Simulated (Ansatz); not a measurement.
From input file to script: CuS, space group F-43m in Ansatz 0.2.0.

```yaml
crystal:
  lattice:
    - [0.0, 2.58003, 2.58003]
    - [2.58003, 0.0, 2.58003]
    - [2.58003, 2.58003, 0.0]
  atoms:
    - { symbol: Cu, position: [0.245563184744, 0.2494773397178, 0.2554702621025] }
    - { symbol: S, position: [0.003899597925537, 0.00249867401265, -0.005079456084522] }
basis:
  ecutwfc: 380.0
kpoints:
  mp_grid: { grid: [4, 4, 4], shift: [0.5, 0.5, 0.5] }
hamiltonian:
  xc: pbesol
  dispersion: d4
scf:
  convergence: { dr2_threshold: 1.0e-07 }
  mixing: { algorithm: msr1 }
  occupations: { method: fermi_dirac, width: 0.1 }
relax: {}
output:
  write_density: true
  write_potential: true
  volumetric_format: npy
  elf: true
```

On the command line:
```console
$ ansatz run input.yaml --threads 1 --pin off --max-ram 3072MiB --backend cpu --events-out ev --progress --plain --runs-dir out
Warning: basis.ecutwfc = 380 eV is below the records' recommended 420 eV, and the density's cutoff is lower with it unless basis.ecutrho_ratio is high enough to keep the records' density cutoff: compare with a run at a higher cutoff
Engine: ansatz 0.2.0, aarch64-unknown-linux-gnu
Pseudopotentials: kind: paw
Pseudopotential: Cu, paw, valence charge 19, recommended cutoff 420 eV (normal), Cu.paw.azcp
Pseudopotential: S, paw, valence charge 6, recommended cutoff 420 eV (normal), S.paw.azcp
Functional definition: PBEsol
  exchange = pbesol_x
  correlation = pbesol_c
Crystal: 2 atoms, lattice volume = 34.348 Å³
Basis set: ecut = 380 eV, 561 PW (Γ), exchange–correlation on 48×48×48 points (8 copies of the dense FFT grid, shifted against one another)
Bands: 17, of which v1, the nominal top of the filled ones, is band 13 counted from 1 (12 counted from 0)
Symmetry: 1 space group operations
Space group: P1 (ITA 1), of the structure as read, at distance tolerance 3.3e-5 Å
k-points: 32 of 64 (time reversal used)
Non-local potential: Cu, projectors of the file, l = 0: 3, l = 1: 2, l = 2: 3, l = 3: 1
Non-local potential: S, projectors of the file, l = 0: 2, l = 1: 2, l = 2: 2
PAW form: soft (Blöchl's): semilocal exchange-correlation on the pseudo side does not see the compensation charge
PAW frozen core: Cu, regenerated for the run's functional, and the local potential with it (the file was generated under x = pbe(κ = 0.804, μ = 0.2195149727645171), c = pbe(β = 0.06672455060314922))
PAW frozen core: S, regenerated for the run's functional, and the local potential with it (the file was generated under x = pbe(κ = 0.804, μ = 0.2195149727645171), c = pbe(β = 0.06672455060314922))
PAW one-centre angular grid: Cu, 590 points (default); XC on 64 Gauss nodes
PAW one-centre angular grid: S, 110 points (default); XC on 64 Gauss nodes
Initial density: superposition of atomic densities (neutral atoms: chi_scale 0, normalization atom), corrected by the library's trained network
Initial wavefunctions: pseudopotential atomic-orbital guess
Functional: x = pbesol(κ = 0.804, μ = 0.12345679012345678), c = pbesol(β = 0.046)
SCF iter   1: F=—  HF=-7474.585876 eV  |F-HF|=—  |Δ(HF+E_count)|=         —  Δρ=1.10e-2  dr2=2.63e-2  ethr=1.77e-3  ⟨swp⟩=5.0  Hψ=2711  notcnv=0
preconditioner: auto → LDOS  [insulator: Δε(μ)=0.346 eV  Ē_g=10.950 eV  σ=0.100 eV  W_gap=0.57  n_scr=14 (ndim 8)  ℏωp=26.1 eV  f_vac=0.047  D(μ)=1.19/eV (n_scr^D=14)  ε∞_Penn≈6.7  β→1.0]
SCF iter   2: F=—  HF=-7474.591266 eV  |F-HF|=—  |Δ(HF+E_count)|=   5.39e-3  Δρ=1.55e-2  dr2=4.25e-2  ethr=1.05e-4  ⟨swp⟩=2.0  Hψ=1344  notcnv=0
SCF iter   3: F=—  HF=-7474.578818 eV  |F-HF|=—  |Δ(HF+E_count)|=   1.24e-2  Δρ=2.26e-3  dr2=9.92e-4  ethr=1.05e-4  ⟨swp⟩=2.0  Hψ=1052  notcnv=0
SCF iter   4: F=—  HF=-7474.578579 eV  |F-HF|=—  |Δ(HF+E_count)|=   2.39e-4  Δρ=3.43e-4  dr2=2.48e-5  ethr=3.97e-6  ⟨swp⟩=2.4  Hψ=844  notcnv=0
SCF iter   5: F=—  HF=-7474.578567 eV  |F-HF|=—  |Δ(HF+E_count)|=   1.15e-5  Δρ=1.92e-5  dr2=1.35e-7  ethr=9.94e-8  ⟨swp⟩=2.0  Hψ=762  notcnv=0
SCF iter   6: F=-7474.578567 eV  HF=-7474.578567 eV  |F-HF|=3.36e-8  |Δ(HF+E_count)|=   3.68e-9  Δρ=1.31e-5  dr2=3.88e-8  ethr=4.00e-10  ⟨swp⟩=8.5  Hψ=3262  notcnv=0
SCF 1 converged in 6 iterations: F = -7474.578567 eV  dr2 = 3.88e-8
  greatest PAW one-centre occupation: 1.000 electrons in one spin orbital (limit 2), on the Cu atom at site 0 (counted from 0), in its partial waves of l = 0
relax step   1: F+E_penalty+E_count = -7474.57856742 eV  Δ(F+E_penalty+E_count) = +0.000e0 eV  max|allowed force component| = 1.699e-1 eV/Å  Δτ_max = 0.0000 Å  (6 SCF iters, accepted)
Initial density: handed on by an earlier stage of this run
Initial wavefunctions: those handed on with the density
iter 1 solved again at ethr=1.81e-7 eV; its pass at ethr=3.10e-3 eV (dr2=4.53e-5 eV) is discarded
SCF iter   1: F=—  HF=-7474.580413 eV  |F-HF|=—  |Δ(HF+E_count)|=         —  Δρ=7.21e-4  dr2=4.67e-5  ethr=1.81e-7  ⟨swp⟩=2.2  Hψ=2244  notcnv=0
preconditioner: auto → LDOS  [insulator: Δε(μ)=0.361 eV  Ē_g=11.010 eV  σ=0.100 eV  W_gap=0.60  n_scr=14 (ndim 8)  ℏωp=26.1 eV  f_vac=0.037  D(μ)=1.22/eV (n_scr^D=14)  ε∞_Penn≈6.6  β→1.0]
SCF iter   2: F=—  HF=-7474.580391 eV  |F-HF|=—  |Δ(HF+E_count)|=   2.18e-5  Δρ=1.27e-4  dr2=3.98e-6  ethr=1.81e-7  ⟨swp⟩=2.0  Hψ=912  notcnv=0
SCF iter   3: F=—  HF=-7474.580389 eV  |F-HF|=—  |Δ(HF+E_count)|=   1.95e-6  Δρ=3.49e-5  dr2=4.47e-7  ethr=1.59e-8  ⟨swp⟩=2.0  Hψ=826  notcnv=0
SCF iter   4: F=-7474.580389 eV  HF=-7474.580389 eV  |F-HF|=9.46e-9  |Δ(HF+E_count)|=   1.56e-7  Δρ=7.13e-6  dr2=7.97e-9  ethr=4.00e-10  ⟨swp⟩=8.0  Hψ=3247  notcnv=0
SCF 2 converged in 4 iterations: F = -7474.580389 eV  dr2 = 7.97e-9
relax step   2: F+E_penalty+E_count = -7474.58038926 eV  Δ(F+E_penalty+E_count) = -1.822e-3 eV  max|allowed force component| = 1.268e-1 eV/Å  Δτ_max = 0.0045 Å  (4 SCF iters, accepted)
SCF iter   1: F=—  HF=-7474.582856 eV  |F-HF|=—  |Δ(HF+E_count)|=         —  Δρ=2.18e-3  dr2=4.17e-4  ethr=1.70e-5  ⟨swp⟩=3.1  Hψ=1599  notcnv=0
preconditioner: auto → LDOS  [insulator: Δε(μ)=0.411 eV  Ē_g=11.009 eV  σ=0.100 eV  W_gap=0.65  n_scr=14 (ndim 8)  ℏωp=26.1 eV  f_vac=0.036  D(μ)=1.22/eV (n_scr^D=14)  ε∞_Penn≈6.6  β→1.0]
SCF iter   2: F=—  HF=-7474.582699 eV  |F-HF|=—  |Δ(HF+E_count)|=   1.56e-4  Δρ=3.69e-4  dr2=3.23e-5  ethr=1.67e-6  ⟨swp⟩=2.1  Hψ=1133  notcnv=0
SCF iter   3: F=—  HF=-7474.582668 eV  |F-HF|=—  |Δ(HF+E_count)|=   3.14e-5  Δρ=8.25e-5  dr2=2.77e-6  ethr=1.29e-7  ⟨swp⟩=2.1  Hψ=821  notcnv=0
SCF iter   4: F=-7474.582667 eV  HF=-7474.582667 eV  |F-HF|=3.14e-8  |Δ(HF+E_count)|=   1.02e-6  Δρ=1.42e-5  dr2=4.55e-8  ethr=4.00e-10  ⟨swp⟩=6.0  Hψ=3396  notcnv=0
SCF 3 converged in 4 iterations: F = -7474.582667 eV  dr2 = 4.55e-8
relax step   3: F+E_penalty+E_count = -7474.58266682 eV  Δ(F+E_penalty+E_count) = -2.278e-3 eV  max|allowed force component| = 4.876e-3 eV/Å  Δτ_max = 0.0135 Å  (4 SCF iters, accepted)
NSCF: frozen V_eff on 32 k-points
the band table was solved once a step of the walk had ended and its energy, with any forces and stress, was formed, with the checks that follow a solve (3179 applications of the Hamiltonian). They found nothing against the state; the energy, forces and stress were not computed again (output.eigenvalues in the input reference)
SCF converged after 4 iterations
Free energy (F): -7474.582667 eV
Harris-Foulkes:  -7474.582667 eV  (|F-HF|=3.14e-8)
Internal energy: -7474.539452 eV  (E = F + TS)
E sigma→0 (E₀):  -7474.561059 eV
Entropy (-TS):   -0.043215 eV (-21.607 meV/atom)
Fermi energy:    8.340960 eV
--- Per-component energies (eV) ---
  E_band       = -503.036748
  E_kinetic    = 405.220448
  E_local      = -5546.706748  (includes V_loc(G=0)·N_el)
  E_nonlocal   = 419.044502
  E_hartree    = 2436.208153
  E_xc         = -184.605382
  E_vxc        = -202.090308  (∫ρ·V_xc dr)
  E_paw        = -2208.696707  (= ΣΔE_a)
  E_vpaw       = -450.934683  (= ΣTr[D̂ρ^β])
  E_aug_tail   = 0.000866  (compensation charges beyond the density's cutoff)
  E_ewald      = -2794.824654
  E_disp       = -0.448082  (pairwise vdW)
  E_core_change = 0.268151  (= ΣΔE_core)
  E_smearing   = -0.043215  (= −TS)
  E_closure    = -0.000000  (closes the sum)
  Σ components = -7474.582667   (vs F -7474.582667, Δ=0.00e0)
--- Forces (eV/Å), atoms counted from 1 ---
  atom   1  Cu     0.00202063    -0.00487037    -0.00253540
  atom   2  S     -0.00199343     0.00488088     0.00250484
  max |Σ_I F_I| component: 3.06e-5 eV/Å
--- Band table (eV; the first three rows and the last of 32) ---
  k-point 0: bands = ["-103.8544", "-61.3779", "-61.3772", "-61.3687", "-5.3986", "3.9296", "4.1318", "4.1339", "5.7287", "5.7288", "8.7270", "9.4891", "9.4893", "12.5516", "15.4911", "15.8096", "15.8104"]
  k-point 1: bands = ["-103.8544", "-61.3782", "-61.3775", "-61.3689", "-4.7865", "3.3147", "4.1723", "4.2762", "5.6752", "5.7989", "6.9119", "8.0513", "9.0083", "13.8446", "15.9391", "16.3323", "16.4298"]
  k-point 2: bands = ["-103.8544", "-61.3786", "-61.3776", "-61.3688", "-4.3519", "2.8332", "4.2023", "4.3412", "5.7497", "5.8170", "6.0005", "8.0185", "8.2583", "13.6123", "15.4474", "16.6074", "18.1333"]
  k-point 31: bands = ["-103.8544", "-61.3788", "-61.3774", "-61.3688", "-4.3516", "2.8321", "4.2036", "4.3430", "5.7489", "5.8169", "5.9996", "8.0172", "8.2572", "13.6129", "15.4486", "16.6075", "18.1342"]
--- Relaxed structure (3 steps of the walk, 3 accepted, 0 SCFs on fresh bases) ---
  F+E_penalty+E_count = -7474.58266682 eV   max|allowed force component| = 4.876e-3 eV/Å
  atoms:
    - { symbol: Cu, position: [0.24960752738706785, 0.25065248016555364, 0.2499347273959675] }
    - { symbol: S, position: [-0.0001447447175308952, 0.0013235335648963651, 0.0004560786220105333] }
```

`relax.py`
```python
# -*- coding: utf-8 -*-
from pathlib import Path

import ansatz as az
from ase import Atoms
from ase.data import atomic_numbers
from ase.neighborlist import neighbor_list
import numpy as np
from pymatgen.core import Structure
from scipy.ndimage import map_coordinates
import spglib

atoms = Atoms(
    ["Cu", "S"],
    scaled_positions=[
        (0.25, 0.25, 0.25),
        (0.0, 0.0, 0.0),
    ],
    cell=[
        (0.0, 2.58003, 2.58003),
        (2.58003, 0.0, 2.58003),
        (2.58003, 2.58003, 0.0),
    ],
    pbc=True,
)
atoms.rattle(stdev=0.015, seed=70)
cell = az.Crystal.from_ase(atoms)

base = (
    cell.calculation()
    .functional("PBEsol", dispersion="D4")
    .basis(380)
    .kpoints(4, center="monkhorst-pack")
    .occupations(az.OccupationsMethod.FERMI_DIRAC, width=0.1)
    .mixing("msr1")
    .scf(tolerance=1e-07)
    .relax()
    .density()
    .potential()
    .electron_localization_function()
    .output_files(volumetric_format="npy")
)
steps = []


def follow(event):
    if event["event"] != "relax_step":
        return
    row = event["data"]
    steps.append(row)
    print(f"step {row['step']:3d}  E = {row['lagrangian_ev']:.5f} eV  largest force component = {row['allowed_force_max_ev_ang']:.4f} eV/A")


done = base.session().plan(threads=1).execute(on_event=follow)
data = done.report

first, last = steps[0], steps[-1]
symbols = [site.symbol for site in done.lattice.sites]
print(f"energy gained {first['lagrangian_ev'] - last['lagrangian_ev']:.4f} eV in {len(steps) - 1} steps")

print("atom   start x y z (A)              end x y z (A)")
for symbol, a, b in zip(symbols, first["positions_ang"], last["positions_ang"]):
    print(f"{symbol:3s}", " ".join(f"{v:8.4f}" for v in a), "  ", " ".join(f"{v:8.4f}" for v in b))

moved = np.linalg.norm(np.array(last["positions_ang"]) - np.array(first["positions_ang"]), axis=1)
print("displacement by atom (A):", " ".join(f"{s}:{d:.3f}" for s, d in zip(symbols, moved)))

final = Atoms(symbols, positions=last["positions_ang"], cell=done.lattice.cell_ang, pbc=True)
i, j, d = neighbor_list("ijd", final, 4.5)
print("neighbours within 1.1 times the shortest distance of each atom (A)")
for atom in range(len(final)):
    near = [m for m in np.argsort(d) if i[m] == atom]
    shell = [m for m in near if d[m] < 1.1 * d[near[0]]]
    print(f"{symbols[atom]}{atom} ({len(shell)}):", ", ".join(f"{symbols[j[m]]} {d[m]:.3f}" for m in shell))

fractions = [site.position_frac for site in done.lattice.sites]
numbers = [atomic_numbers[s] for s in symbols]
for tolerance in (1e-3, 1e-2, 1e-1):
    print(f"space group at {tolerance} A:", spglib.get_spacegroup((done.lattice.cell_ang, fractions, numbers), symprec=tolerance))

n_atoms = len(data["lattice"]["sites"])
print("F =", round(data["free_energy_ev"], 4), "eV for", n_atoms, "atoms")
print("E(sigma -> 0) =", round(data["energy_sigma0_ev"], 4), "eV, TS =", round(data["entropy_ts_ev"], 5), "eV")
print("closed by", data["closed_by"], "after", data["n_iterations"], "iterations")

folder = Path(done.write_results("fields"))
print("densities in e/A^3, potentials in eV, ELF without unit")
for name in sorted(p.name for p in folder.glob("*.npy")):
    field = np.load(folder / name)
    print(f"{name:16s} {str(field.shape):16s} min {field.min():10.4f}  mean {field.mean():10.4f}  max {field.max():10.4f}")

final = Structure(done.lattice.cell_ang, [s.symbol for s in done.lattice.sites], [s.position_frac for s in done.lattice.sites])
rho = done.density()
total = sum(channel.density_e_per_ang3 for channel in rho.channels[:2])
grid_cell = np.asarray(rho.fft_grid_basis) @ done.lattice.cell_ang
partner = min(final.get_neighbors(final[0], 5.0), key=lambda n: n.nn_distance)
line = np.linspace(final[0].coords, partner.coords, 9)
points = (line @ np.linalg.inv(grid_cell)) * rho.dims
values = map_coordinates(total, points.T, order=3, mode="grid-wrap")
print(f"from {final[0].specie} to {partner.specie}, {partner.nn_distance:.3f} A")
for t, value in zip(np.linspace(0, partner.nn_distance, 9), values):
    print(f"{t:7.3f} A  {value:9.4f} e/A^3")
```

`python relax.py` gives:
```text
DeckWarning: basis.ecutwfc = 380 eV is below the records' recommended 420 eV, and the density's cutoff is lower with it unless basis.ecutrho_ratio is high enough to keep the records' density cutoff: compare with a run at a higher cutoff
step   1  E = -7474.57857 eV  largest force component = 0.1699 eV/A
step   2  E = -7474.58039 eV  largest force component = 0.1268 eV/A
step   3  E = -7474.58267 eV  largest force component = 0.0049 eV/A
energy gained 0.0041 eV in 2 steps
atom   start x y z (A)              end x y z (A)
Cu    1.3028   1.2927   1.2772      1.2915   1.2888   1.2907
S    -0.0067  -0.0030   0.0165      0.0046   0.0008   0.0030
displacement by atom (A): Cu:0.018 S:0.018
neighbours within 1.1 times the shortest distance of each atom (A)
Cu0 (4): S 2.230, S 2.235, S 2.236, S 2.236
S1 (4): Cu 2.230, Cu 2.235, Cu 2.236, Cu 2.236
space group at 0.001 A: Cm (8)
space group at 0.01 A: F-43m (216)
space group at 0.1 A: F-43m (216)
F = -7474.5827 eV for 2 atoms
E(sigma -> 0) = -7474.5611 eV, TS = 0.04321 eV
closed by deck_thresholds after 4 iterations
densities in e/A^3, potentials in eV, ELF without unit
elf.npy          (24, 24, 24)     min     0.0015  mean     0.3101  max     0.9314
rho.npy          (24, 24, 24)     min    -0.0250  mean     0.7278  max    70.0459
v_es.npy         (24, 24, 24)     min   -47.7610  mean     4.6115  max    13.5507
v_tot.npy        (24, 24, 24)     min   -77.1380  mean    -5.7589  max     8.3675
from Cu to S, 2.230 A
  0.000 A    70.0477 e/A^3
  0.279 A    33.2658 e/A^3
  0.558 A     5.3933 e/A^3
  0.836 A     0.9166 e/A^3
  1.115 A     0.6171 e/A^3
  1.394 A     0.9554 e/A^3
  1.673 A     1.2273 e/A^3
  1.951 A     0.6103 e/A^3
  2.230 A    -0.0253 e/A^3
```
(Warnings from the package without file and line.)

Caveats:
- The settings weren't tested for convergence.
- The cutoff lies under the one recommended for these potentials.
- The run is spin-unpolarised.
- Dispersion corrections can be off by several per cent in the lattices of metals, and by several GPa in the pressure at a fixed cell.
- For a metal this mesh is far too coarse, so the numbers only illustrate the procedure.
- Energies along a relaxation are free energies. A last row that repeats the one before re-solves the same geometry more tightly.
- Grid values close to the nuclei reflect the PAW or pseudopotential construction, not the all-electron fields.
- This cell is a computed structure, which may not be the phase found in nature.
- Finished in 6.5 s on 1 thread of Arm Neoverse V1, on a shared host, peak memory 0.42 GiB.

(Lines on the test bed's own set-up are left out of the output.)
